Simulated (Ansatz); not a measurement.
# Hf8Si7PO32: the cost of one run

Program: Ansatz 0.2.0. Level of theory: DFT PBE, scalar-relativistic, plane waves, PAW. These are calculated values, not measurements.

4 further runs of the same task are left out: 1 that didn't finish, 3 set aside as unsound or not needed.

### Step 1. Starting point

The structure is tetragonal, space group I4_1/amd (No. 141). Conventional cell: a = 6.645 Å, b = 6.645 Å, c = 6.014 Å, α = 90.00°, β = 90.00°, γ = 90.00°. Around Hf (site symmetry -4m2) lie 8 O at 2.14 to 2.28 Å. Si (site symmetry -4m2) is surrounded by 4 O at 1.64 Å. O (site symmetry m) is surrounded by 1 Si at 1.64 Å and 2 Hf at 2.14 to 2.28 Å.

Coordinates:

```
CELL_PARAMETERS angstrom
-3.32275 3.32275 3.00722
3.32275 -3.32275 3.00722
3.32275 3.32275 -3.00722
ATOMIC_POSITIONS crystal
Hf 0.75000 0.25000 0.50000
Hf 0.00000 0.00000 0.00000
Si 0.25000 0.75000 0.50000
Si 0.50000 0.50000 0.00000
O 0.13474 0.31893 0.81581
O 0.06893 0.75313 0.68419
O 0.50313 0.31893 0.18419
O 0.06893 0.38474 0.31581
O 0.61526 0.93107 0.68419
O 0.68107 0.86526 0.18419
O 0.24687 0.93107 0.31581
O 0.68107 0.49687 0.81581
```

It is the result of an earlier relaxation at this level (volume 11.07 Å³/atom; gap on the mesh: 5.33 eV).

The perfect supercell (rows 0 -1 1; 1 0 -1; 1 2 1 in vectors of this cell) was computed beforehand with the same settings: E(σ→0) = -149086.9909 eV for 48 atoms, gap 5.34 eV on its own mesh.

### Step 2. The defect cell

The atom at (0.000, 0.875, 0.375) of the supercell is replaced. The other atoms start on their ideal sites. Its neighbours are 4 O at 1.64 Å.

### Step 3. Relaxation at the host's cell

The input, input.yaml:

```yaml
crystal:
  lattice:
    - [0.0, 6.6454904175, -6.014447552]
    - [-6.6454904175, 0.0, 6.014447552]
    - [6.6454904175, 0.0, 6.014447552]
  atoms:
    - { symbol: Hf, position: [0.5, 0.375, 0.375] }
    - { symbol: Hf, position: [0.0, 0.125, 0.625] }
    - { symbol: Hf, position: [0.5, 0.875, 0.875] }
    - { symbol: Hf, position: [0.0, 0.625, 0.125] }
    - { symbol: Hf, position: [0.5, 0.25, 0.75] }
    - { symbol: Hf, position: [0.0, 0.0, 0.0] }
    - { symbol: Hf, position: [0.5, 0.75, 0.25] }
    - { symbol: Hf, position: [0.0, 0.5, 0.5] }
    - { symbol: P, position: [1.0, 0.875, 0.375], spin: 0.2 }
    - { symbol: Si, position: [0.5, 0.625, 0.625] }
    - { symbol: Si, position: [1.0, 0.375, 0.875] }
    - { symbol: Si, position: [0.5, 0.125, 0.125] }
    - { symbol: Si, position: [0.5, 0.0, 0.5] }
    - { symbol: Si, position: [0.0, 0.75, 0.75] }
    - { symbol: Si, position: [0.5, 0.5, 0.0] }
    - { symbol: Si, position: [0.0, 0.25, 0.25] }
    - { symbol: O, position: [0.3158051757, 0.8173684738, 0.3173684738] }
    - { symbol: O, position: [0.8158051757, 0.5673684738, 0.5673684738] }
    - { symbol: O, position: [0.3158051757, 0.3173684738, 0.8173684738] }
    - { symbol: O, position: [0.8158051757, 0.0673684738, 0.0673684738] }
    - { symbol: O, position: [0.0, 0.6923684738, 0.3765632981], spin: 0.2 }
    - { symbol: O, position: [0.5, 0.4423684738, 0.6265632981] }
    - { symbol: O, position: [0.0, 0.1923684738, 0.8765632981] }
    - { symbol: O, position: [0.5, 0.9423684738, 0.1265632981] }
    - { symbol: O, position: [0.1841948243, 0.2515632981, 0.2515632981] }
    - { symbol: O, position: [0.6841948243, 0.0015632981, 0.5015632981] }
    - { symbol: O, position: [0.1841948243, 0.7515632981, 0.7515632981] }
    - { symbol: O, position: [0.6841948243, 0.5015632981, 0.0015632981] }
    - { symbol: O, position: [0.0, 0.8765632981, 0.1923684738], spin: 0.2 }
    - { symbol: O, position: [0.5, 0.6265632981, 0.4423684738] }
    - { symbol: O, position: [1.0, 0.3765632981, 0.6923684738] }
    - { symbol: O, position: [0.5, 0.1265632981, 0.9423684738] }
    - { symbol: O, position: [0.1841948243, 0.0576315262, 0.5576315262], spin: 0.2 }
    - { symbol: O, position: [0.6841948243, 0.8076315262, 0.8076315262] }
    - { symbol: O, position: [0.1841948243, 0.5576315262, 0.0576315262] }
    - { symbol: O, position: [0.6841948243, 0.3076315262, 0.3076315262] }
    - { symbol: O, position: [1.0, 0.2484367019, 0.4326315262] }
    - { symbol: O, position: [0.5, 0.9984367019, 0.6826315262] }
    - { symbol: O, position: [1.0, 0.7484367019, 0.9326315262] }
    - { symbol: O, position: [0.5, 0.4984367019, 0.1826315262] }
    - { symbol: O, position: [0.8158051757, 0.8734367019, 0.3734367019], spin: 0.2 }
    - { symbol: O, position: [0.3158051757, 0.6234367019, 0.6234367019] }
    - { symbol: O, position: [0.8158051757, 0.3734367019, 0.8734367019] }
    - { symbol: O, position: [0.3158051757, 0.1234367019, 0.1234367019] }
    - { symbol: O, position: [0.5, 0.1826315262, 0.4984367019] }
    - { symbol: O, position: [0.0, 0.9326315262, 0.7484367019] }
    - { symbol: O, position: [0.5, 0.6826315262, 0.9984367019] }
    - { symbol: O, position: [0.0, 0.4326315262, 0.2484367019] }
  host:
    lattice:
      - [-3.3227452087, 3.3227452087, 3.007223776]
      - [3.3227452087, -3.3227452087, 3.007223776]
      - [3.3227452087, 3.3227452087, -3.007223776]
    atoms:
      - { symbol: Hf, position: [0.75, 0.25, 0.5] }
      - { symbol: Hf, position: [0.0, 0.0, 0.0] }
      - { symbol: Si, position: [0.25, 0.75, 0.5] }
      - { symbol: Si, position: [0.5, 0.5, 0.0] }
      - { symbol: O, position: [0.1347369476, 0.3189317719, 0.8158051757] }
      - { symbol: O, position: [0.0689317719, 0.7531265962, 0.6841948243] }
      - { symbol: O, position: [0.5031265962, 0.3189317719, 0.1841948243] }
      - { symbol: O, position: [0.0689317719, 0.3847369476, 0.3158051757] }
      - { symbol: O, position: [0.6152630524, 0.9310682281, 0.6841948243] }
      - { symbol: O, position: [0.6810682281, 0.8652630524, 0.1841948243] }
      - { symbol: O, position: [0.2468734038, 0.9310682281, 0.3158051757] }
      - { symbol: O, position: [0.6810682281, 0.4968734038, 0.8158051757] }
basis:
  ecutwfc: 420
  xc_grid: 2
kpoints:
  mp_grid: { grid: [2, 2, 2], shift: [0.5, 0.5, 0.5] }
hamiltonian:
  xc: pbe
scf:
  occupations: { method: gaussian, width: 0.01 }
output:
  forces: true
  stress: false
  eigenvalues: true
  populations: true
  charged_corrections: { defect_position: [1.0, 0.875, 0.375] }
magnetization:
  spin_polarized: true
relax:
  adjacent_minimum: "off"
  f_tol: 0.025
  max_steps: 45
```

Command:

```
ansatz run input.yaml --threads 4 --pin off --max-ram 10240MiB --backend cpu --events-out ev --progress --plain --runs-dir out
```

What time and memory should one allow on 4 threads of Intel Xeon at 2.50GHz (Skylake/Cascade Lake), shared host?

About 13 min, with a peak of 3.1 GiB.
